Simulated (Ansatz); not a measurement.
**TiC: response to strain**

TiC is deformed so: equal xx and yy strain of +1 %. What stress and forces result, by LAPW, PAW and all-electron datasets made for the crystal?

Computed with Ansatz 0.2.0 (DFT PBEsol, scalar-relativistic, unless a step's input says otherwise).

### 1 Starting point

Symmetry: Fm-3m, No. 225, cubic system. The conventional cell has a = 4.328 Å, b = 4.328 Å, c = 4.328 Å, α = 90.00°, β = 90.00°, γ = 90.00°. Around Ti (site symmetry m-3m) lie 6 C at 2.16 Å. Around C (site symmetry m-3m) lie 6 Ti at 2.16 Å.

Coordinates:

```cif
data_structure
_symmetry_space_group_name_H-M 'P 1'
_symmetry_Int_Tables_number 1
_cell_length_a 3.0604
_cell_length_b 3.0604
_cell_length_c 3.0604
_cell_angle_alpha 60.000
_cell_angle_beta 60.000
_cell_angle_gamma 60.000
_cell_volume 20.27
loop_
_atom_site_label
_atom_site_type_symbol
_atom_site_fract_x
_atom_site_fract_y
_atom_site_fract_z
_atom_site_occupancy
Ti1 Ti 0.00000 0.00000 0.00000 1
C1 C 0.50000 0.50000 0.50000 1
```

Atoms are numbered in the order of the input: Ti1, C2.

### 2 After the deformation

Space group Fm-3m before, I4/mmm after.

### 3 LAPW, all electrons

input.yaml

```yaml
crystal:
  lattice:
    - [0.0, 2.18564, 2.164]
    - [2.18564, 0.0, 2.164]
    - [2.18564, 2.18564, 0.0]
  atoms:
    - { symbol: Ti, position: [0.0, 0.0, 0.0] }
    - { symbol: C, position: [0.5, 0.5, 0.5] }
kpoints:
  mp_grid: { grid: [16, 16, 16] }
  band_path:
    path:
      - [0.0, 0.0, 0.0]
      - [0.0, 0.5, 0.5]
      - [0.25, 0.75, 0.5]
      - [0.0, 0.5, 0.0]
      - [0.0, 0.0, 0.0]
      - [0.5, 0.5, 0.0]
      - [0.3775125, 0.6224875, 0.0]
      - [-0.3775125, 0.3775125, 0.0]
      - [0.0, 0.0, 0.0]
    npoints: 5
scf:
  occupations: { method: fermi_dirac, width: 0.03 }
hamiltonian:
  xc: pbesol
  pseudopotentials: { kind: all_electron, lapw: { basis_error: 0.001 } }
output:
  forces: true
  stress: true
  eigenvalues: true
```

Command:

```console
$ ansatz run input.yaml --threads 1 --pin off --max-ram 3072MiB --backend cpu --events-out ev --progress --plain --runs-dir out
```

### 4 Frozen-core PAW

input.yaml

```yaml
crystal:
  lattice:
    - [0.0, 2.18564, 2.164]
    - [2.18564, 0.0, 2.164]
    - [2.18564, 2.18564, 0.0]
  atoms:
    - { symbol: Ti, position: [0.0, 0.0, 0.0] }
    - { symbol: C, position: [0.5, 0.5, 0.5] }
kpoints:
  mp_grid: { grid: [16, 16, 16] }
scf:
  occupations: { method: fermi_dirac, width: 0.03 }
hamiltonian:
  xc: pbesol
  pseudopotentials: { kind: paw }
output:
  forces: true
  stress: true
  eigenvalues: true
  efg: { contact_densities: true }
```

### 5 Datasets made for this crystal

input.yaml, as its differences from that of step 4:

```diff
@@ -14,3 +14,3 @@
   xc: pbesol
-  pseudopotentials: { kind: paw }
+  pseudopotentials: { kind: all_electron, datasets: crystal }
 output:
```

(Steps that only read results are left out.)

Before running it: what results should come out? Wanted: pressure; largest shear or deviatoric stress.

The runs gave:

| quantity | value |
| --- | --- |
| pressure | LAPW -10.78, PAW -10.75, crystal datasets -10.78 GPa |
| largest shear or deviatoric stress (LAPW) | 2.26 GPa |

**Reading.** The largest part of the stress beyond the pressure is 2.26 GPa in size, in the zz component; the atoms are carried along and not relaxed. No run of the undeformed cell stands beside it, so the pressure holds what the given cell had before the change. PAW: stress within 0.03 GPa of LAPW. Crystal datasets: stress within 0.01 GPa of LAPW.
